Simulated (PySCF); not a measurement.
**C2HCl2Si (SMILES C#C[Si](Cl)Cl) at UBHLYP/cc-pVDZ**

Aim: the energy change on altering one bond length of C2HCl2Si at UBHLYP/cc-pVDZ, from 2 runs. 

The results are computed with PySCF 2.14.0.

1 further run of the same task is left out (set aside as unsound or not needed).

## Step 1: The system as given

C2HCl2Si: 6 atoms, total charge 0, spin state doublet. SMILES: `C#C[Si](Cl)Cl`. The coordinates come from a PBE0-D4/def2-TZVP relaxation.

Bond lengths: C1–C2 1.208 Å, C2–Si3 1.804 Å, Si3–Cl4 2.043 Å, Si3–Cl5 2.043 Å, C1–H6 1.066 Å. Angles: C1–C2–Si3 172.9°, C2–Si3–Cl4 109.7°, C2–Si3–Cl5 109.7°, Cl4–Si3–Cl5 110.2°, C2–C1–H6 179.0°.

## Step 2: A single-point energy at UBHLYP/cc-pVDZ

run.py

```python
# C#C[Si](Cl)Cl
from pyscf import gto, dft

molecule = gto.M(
    atom='''
C      1.324500     0.483500     1.111500
C      0.521500     0.095400     0.297200
Si    -0.504400    -0.583800    -1.021800
Cl    -1.914000    -1.830600    -0.226100
Cl    -1.406000     0.937000    -2.046300
H      2.020400     0.834500     1.839400
''',
    spin=1,
    basis='cc-pvdz',
    verbose=3,
    charge=0,
    max_memory=1860,
)

calc0 = dft.UKS(molecule, xc='bhandhlyp')
calc0.conv_tol = 1e-10
calc0.grids.level = 5
calc0.kernel()
if not calc0.converged:
    calc0 = calc0.newton().run(calc0.mo_coeff, calc0.mo_occ)

etot = calc0.e_tot
print('E(%s) = %.9f' % ('BHLYP', etot))
```

Command:

```bash
$ OMP_NUM_THREADS=1 python run.py
```

Log:

```text
WARN: HOMO -0.170870293651358 >= LUMO -0.170870293651356

converged SCF energy = -1286.66160798854  <S^2> = 0.75549119  2S+1 = 2.0054837
E(BHLYP) = -1286.661607989
```

Run time: 49 s. Hardware: 1 thread of Arm Neoverse V1, shared host; peak memory 0.47 GiB.

## Step 3: The distorted shape

calc.py

```python
from pyscf import gto, dft

mol = gto.Mole()
mol.atom = '''
C        1.632278       0.687265       1.507210
C        0.829278       0.299165       0.692910
Si      -0.504400      -0.583800      -1.021800
Cl      -1.914000      -1.830600      -0.226100
Cl      -1.406000       0.937000      -2.046300
H        2.328178       1.038265       2.235110
'''
mol.spin = 1
mol.max_memory = 1860
mol.basis = 'cc-pvdz'
mol.verbose = 3
mol.build()

myscf = dft.UKS(mol)
myscf.xc = 'bhandhlyp'
myscf.grids.level = 5
myscf.conv_tol = 1e-10
myscf.kernel()
if not myscf.converged:
    myscf = myscf.newton().run(myscf.mo_coeff, myscf.mo_occ)

energy = myscf.e_tot
print('Final energy', energy)
```

Command:

```bash
$ OMP_NUM_THREADS=1 python calc.py
```

Log:

```text
WARN: HOMO -0.195438267941518 >= LUMO -0.195438267941517

converged SCF energy = -1286.60712179095  <S^2> = 0.75889079  2S+1 = 2.0088711
Final energy -1286.6071217909534
```

Run time: 50 s. Hardware: 1 thread of Arm Neoverse V1, shared host; peak memory 0.47 GiB.

## Step 4: Outcome

At UBHLYP/cc-pVDZ:

| quantity | value |
| --- | --- |
| first shape: total energy | -1286.66161 Eh |
| first shape: dipole moment | 2.09 D |
| first shape: HOMO energy (highest over α and β) | -7.62 eV |
| first shape: LUMO energy (lowest over α and β) | -2.29 eV |
| first shape: ⟨S²⟩ | 0.755 |
| distorted shape: total energy | -1286.60712 Eh |
| distorted shape: dipole moment | 1.11 D |
| distorted shape: HOMO energy (highest over α and β) | -8.39 eV |
| distorted shape: LUMO energy (lowest over α and β) | -3.18 eV |
| distorted shape: ⟨S²⟩ | 0.759 |
| energy change with the C2–Si3 bond stretched from 1.804 to 2.345 Å | 1.483 eV |

With the C2–Si3 bond stretched from 1.804 to 2.345 Å the energy rises by 1.48 eV (143 kJ/mol). The first shape isn't relaxed at this level, so the change isn't measured from a minimum. Mulliken charges (distorted shape) run from -0.20 on C2 to +0.66 on Si3; they depend strongly on the basis.
